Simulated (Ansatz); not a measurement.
# MoSe (NiAs type): how the settings move a single-point run

Question: which choices in the input matter for MoSe (NiAs type)?

Program: Ansatz 0.2.0. Level of theory: reference: DFT PBE, scalar-relativistic, plane waves, PAW. These are calculated values, not measurements.

3 further runs of the same task are left out: 3 that didn't finish. Runs told in other sessions of the task aren't counted.

### Step 1. The system as given

It takes space group P6_3/mmc (No. 194, hexagonal). The conventional cell has a = 4.073 Å, b = 4.073 Å, c = 5.099 Å, α = 90.00°, β = 90.00°, γ = 120.00°. Around Mo (site symmetry -3m) lie 2 Mo at 2.55 Å and 6 Se at 2.67 Å. Around Se (site symmetry -6m2) lie 6 Mo at 2.67 Å.

As a file:

```
CELL_PARAMETERS angstrom
4.07308 0.00000 0.00000
-2.03654 3.52739 0.00000
0.00000 0.00000 5.09853
ATOMIC_POSITIONS crystal
Mo 0.00000 0.00000 0.00000
Mo 0.00000 0.00000 0.50000
Se 0.33333 0.66667 0.25000
Se 0.66667 0.33333 0.75000
```

### Step 2. The reference run

Contents of input.yaml:

```yaml
crystal:
  lattice:
    - [4.0730809121, 0.0, 0.0]
    - [-2.0365404561, 3.5273915416, 0.0]
    - [0.0, 0.0, 5.0985318699]
  atoms:
    - { symbol: Mo, position: [0.0, 0.0, 0.0], spin: 0.05 }
    - { symbol: Mo, position: [0.0, 0.0, 0.5], spin: 0.05 }
    - { symbol: Se, position: [0.3333333333, 0.6666666667, 0.25] }
    - { symbol: Se, position: [0.6666666667, 0.3333333333, 0.75] }
basis:
  ecutwfc: 420
  ecutrho_ratio: 4
kpoints:
  mp_grid: { grid: [10, 10, 6] }
  band_path:
    path:
      - [[0.0, 0.0, 0.0], [0.5, 0.0, 0.0], [0.33333333, 0.33333333, 0.0], [0.0, 0.0, 0.0], [0.0, 0.0, 0.5], [0.5, 0.0, 0.5], [0.33333333, 0.33333333, 0.5], [0.0, 0.0, 0.5]]
      - [[0.5, 0.0, 0.5], [0.5, 0.0, 0.0]]
      - [[0.33333333, 0.33333333, 0.5], [0.33333333, 0.33333333, 0.0]]
    npoints: 14
hamiltonian:
  xc: pbe
scf:
  occupations: { method: gaussian, width: 0.05 }
  lower_state_search: "off"
  n_extra_bands: 21
output:
  forces: true
  stress: true
  eigenvalues: true
  populations: true
  dos: { projected: true, de: 0.02, nscf_kmesh: { grid: [15, 15, 9] } }
  bader: true
  write_density: true
  write_potential: true
  elf: true
  volumetric_format: npy
magnetization:
  spin_polarized: true
checkpoint:
  read: start.run
  write: ck
  compress: false
  write_wavefunctions: false
  write_every: 100000
```

On the command line:

```bash
> ansatz run input.yaml --threads 2 --pin off --max-ram 2662MiB --backend cpu --events-out ev --progress --plain --runs-dir out
```

### Step 3. Variant: xc_grid 4, xc revpbe, occupations.method tetrahedron_uncorrected, width left out, lower_state_search left out

Contents of input.yaml:

```yaml
crystal:
  lattice:
    - [4.07308091213, 2.886750452394e-11, 0.0]
    - [-2.03654045609, 3.52739154156, 0.0]
    - [0.0, 0.0, 5.0985318699]
  atoms:
    - { symbol: Mo, position: [0.0, 0.0, 0.0], spin: 3.0 }
    - { symbol: Mo, position: [0.0, 0.0, 0.5], spin: 3.0 }
    - { symbol: Se, position: [0.3333333333333, 0.6666666666667, 0.25] }
    - { symbol: Se, position: [0.6666666666667, 0.3333333333333, 0.75] }
basis:
  ecutwfc: 420
  ecutrho_ratio: 4
  xc_grid: 4
kpoints:
  mp_grid: { grid: [10, 10, 6] }
hamiltonian:
  xc: revpbe
scf:
  occupations: { method: tetrahedron_uncorrected }
output:
  forces: true
  stress: true
magnetization:
  spin_polarized: true
```

### Step 4. Variant: mp_grid.grid [7, 7, 4], chi_scale 0.1, lower_state_search standard

Contents of input.yaml:

```yaml
crystal:
  lattice:
    - [4.07308091213, 2.886750452394e-11, 0.0]
    - [-2.03654045609, 3.52739154156, 0.0]
    - [0.0, 0.0, 5.0985318699]
  atoms:
    - { symbol: Mo, position: [0.0, 0.0, 0.0], spin: 3.0 }
    - { symbol: Mo, position: [0.0, 0.0, 0.5], spin: 3.0 }
    - { symbol: Se, position: [0.3333333333333, 0.6666666666667, 0.25] }
    - { symbol: Se, position: [0.6666666666667, 0.3333333333333, 0.75] }
basis:
  ecutwfc: 420
  ecutrho_ratio: 4
kpoints:
  mp_grid: { grid: [7, 7, 4] }
hamiltonian:
  xc: pbe
scf:
  occupations: { method: gaussian, width: 0.05 }
  initial_density: { chi_scale: 0.1 }
  lower_state_search: standard
output:
  forces: true
  stress: true
  write_density: true
  write_potential: true
  elf: true
  volumetric_format: npy
magnetization:
  spin_polarized: true
```

### Step 5. Changed: ecutwfc 22.0 Ry, eigensolver.kind davidson, lower_state_search left out

Contents of input.yaml:

```yaml
crystal:
  lattice:
    - [4.07308091213, 2.886750452394e-11, 0.0]
    - [-2.03654045609, 3.52739154156, 0.0]
    - [0.0, 0.0, 5.0985318699]
  atoms:
    - { symbol: Mo, position: [0.0, 0.0, 0.0], spin: 3.0 }
    - { symbol: Mo, position: [0.0, 0.0, 0.5], spin: 3.0 }
    - { symbol: Se, position: [0.3333333333333, 0.6666666666667, 0.25] }
    - { symbol: Se, position: [0.6666666666667, 0.3333333333333, 0.75] }
basis:
  ecutwfc: "22.0 Ry"
  ecutrho_ratio: 4
kpoints:
  mp_grid: { grid: [10, 10, 6] }
hamiltonian:
  xc: pbe
scf:
  occupations: { method: gaussian, width: 0.05 }
  eigensolver: { kind: davidson }
output:
  forces: true
  stress: true
magnetization:
  spin_polarized: true
```

What does the calculation give? Wanted: for each run, ending; energy change; pressure; gap; force.

**Answer**, as computed:

```csv
run,ending,energy change,pressure (GPa),gap (eV),force (eV/Å),cycles,time
reference,converged,0,0.0,0.00,0.00,-,45 s
"1: xc_grid 4, xc revpbe, occupations.method tetrahedron_uncorrected, width left out, lower_state_search left out",converged,not comparable,2.0,0.00,0.00,17,15 s
"2: mp_grid.grid [7, 7, 4], chi_scale 0.1, lower_state_search standard",converged,-1.6 meV/atom,0.2,0.00,0.00,15,7.7 s
"3: ecutwfc 22.0 Ry, eigensolver.kind davidson, lower_state_search left out",converged,+44.1 meV/atom,0.2,0.00,0.00,13,9 s
```

Times don't compare one to one where runs were asked for different outputs or read a saved state (see the inputs); cycles may leave out searches for a lower state.

Residual by cycle in the longest SCF loop of each run; runs are numbered as in the table. The quantity is the density residual dr2, in eV.

```csv
cycle,reference,run 1,run 2,run 3
1,7.7e-12,2.29,2.28,2.39
2,2.0e-12,0.976,1.09,1.15
4,-,0.0154,0.00589,0.00444
5,-,0.00283,0.00107,0.00127
7,-,2.3e-4,2.6e-5,5.2e-5
8,-,1.0e-4,2.8e-6,5.8e-6
10,-,1.2e-4,3.4e-7,1.4e-6
11,-,1.7e-5,4.2e-8,8.5e-8
13,-,3.8e-6,4.1e-10,4.1e-10
14,-,8.8e-7,2.1e-11,-
16,-,9.1e-9,-,-
17,-,1.3e-9,-,-
```

What this shows: Of the converged runs whose energies compare with the reference's, «ecutwfc 22.0 Ry, eigensolver.kind davidson, lower_state_search left out» moves the energy most (+44.1 meV/atom) and «mp_grid.grid [7, 7, 4], chi_scale 0.1, lower_state_search standard» least (-1.6 meV/atom). Run 3 ran under the cutoff that the potentials recommend, as the log warns, so basis error is mixed into its values.
